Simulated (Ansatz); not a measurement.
# YbN: the cost of one run

Computed with Ansatz 0.2.0 (DFT PBE+U (U_eff = 6 eV on Yb f), plane waves, PAW, no spin–orbit coupling unless a run says so, unless a step's input says otherwise).

### Step 1. The structure to begin with

It takes space group F-43m (No. 216, cubic). The conventional cell has a = 5.306 Å, b = 5.306 Å, c = 5.306 Å, α = 90.00°, β = 90.00°, γ = 90.00°. Yb (site symmetry -43m) is surrounded by 4 N at 2.30 Å. Around N (site symmetry -43m) lie 4 Yb at 2.30 Å.

Structure file:

```cif
data_structure
_symmetry_space_group_name_H-M 'F-43m'
_symmetry_Int_Tables_number 216
_cell_length_a 5.3057
_cell_length_b 5.3057
_cell_length_c 5.3057
_cell_angle_alpha 90.000
_cell_angle_beta 90.000
_cell_angle_gamma 90.000
_cell_volume 149.36
loop_
_atom_site_label
_atom_site_type_symbol
_atom_site_symmetry_multiplicity
_atom_site_Wyckoff_symbol
_atom_site_fract_x
_atom_site_fract_y
_atom_site_fract_z
_atom_site_occupancy
Yb1 Yb 4 a 0.00000 0.00000 0.00000 1
N1 N 4 d 0.25000 0.25000 0.75000 1
```

Magnetic order typed: ferromagnetic.

An earlier series on this cell reached its lowest free state from «from atoms, default search», perhaps among other starts.

### Step 2. Random orbitals: single harmonics, second filling

File input.yaml:

```yaml
crystal:
  lattice:
    - [0.0, 2.6528496, 2.6528496]
    - [2.6528496, 0.0, 2.6528496]
    - [2.6528496, 2.6528496, 0.0]
  atoms:
    - { symbol: Yb, position: [0.0, 0.0, 0.0], spin: 1.0 }
    - { symbol: "N", position: [0.25, 0.25, 0.25] }
basis:
  ecutwfc: 420
  ecutrho_ratio: 4
kpoints:
  mp_grid: { grid: [6, 6, 6] }
hamiltonian:
  xc: pbe
  hubbard:
    sites:
      - { site: 0, l: f, u_eff: 6.0, starting_ns: [{ spin: up, occupation_matrix: s0up }, { spin: down, occupation_matrix: s0down }] }
    occupation_matrices:
      s0up:
        matrix:
          - [0.97, 0.0, 0.0, 0.0, 0.0, 0.0, 0.0]
          - [0.0, 0.97, 0.0, 0.0, 0.0, 0.0, 0.0]
          - [0.0, 0.0, 0.97, 0.0, 0.0, 0.0, 0.0]
          - [0.0, 0.0, 0.0, 0.97, 0.0, 0.0, 0.0]
          - [0.0, 0.0, 0.0, 0.0, 0.97, 0.0, 0.0]
          - [0.0, 0.0, 0.0, 0.0, 0.0, 0.97, 0.0]
          - [0.0, 0.0, 0.0, 0.0, 0.0, 0.0, 0.97]
      s0down:
        matrix:
          - [0.97, 0.0, 0.0, 0.0, 0.0, 0.0, 0.0]
          - [0.0, 0.97, 0.0, 0.0, 0.0, 0.0, 0.0]
          - [0.0, 0.0, 0.97, 0.0, 0.0, 0.0, 0.0]
          - [0.0, 0.0, 0.0, 0.97, 0.0, 0.0, 0.0]
          - [0.0, 0.0, 0.0, 0.0, 0.02, 0.0, 0.0]
          - [0.0, 0.0, 0.0, 0.0, 0.0, 0.97, 0.0]
          - [0.0, 0.0, 0.0, 0.0, 0.0, 0.0, 0.97]
    ns_hold: { iters: 5 }
scf:
  occupations: { method: gaussian, width: 0.05 }
  lower_state_search: "off"
  max_iter: 150
output:
  forces: true
  stress: true
  eigenvalues: true
  populations: true
  hubbard: { sites: [{ site: 0, l: f }] }
magnetization:
  spin_polarized: true
```

The typed matrices put 0.97 on the chosen orbitals and 0.02 on the others, and are held for 5 cycles.

The run is started by

```bash
$ ansatz run input.yaml --threads 2 --pin off --max-ram 3072MiB --backend cpu --events-out ev --progress --plain --runs-dir out
```

What time and memory should one allow on 2 threads of Arm Neoverse N1, shared host?

About 7.2 s, with a peak of 0.32 GiB.
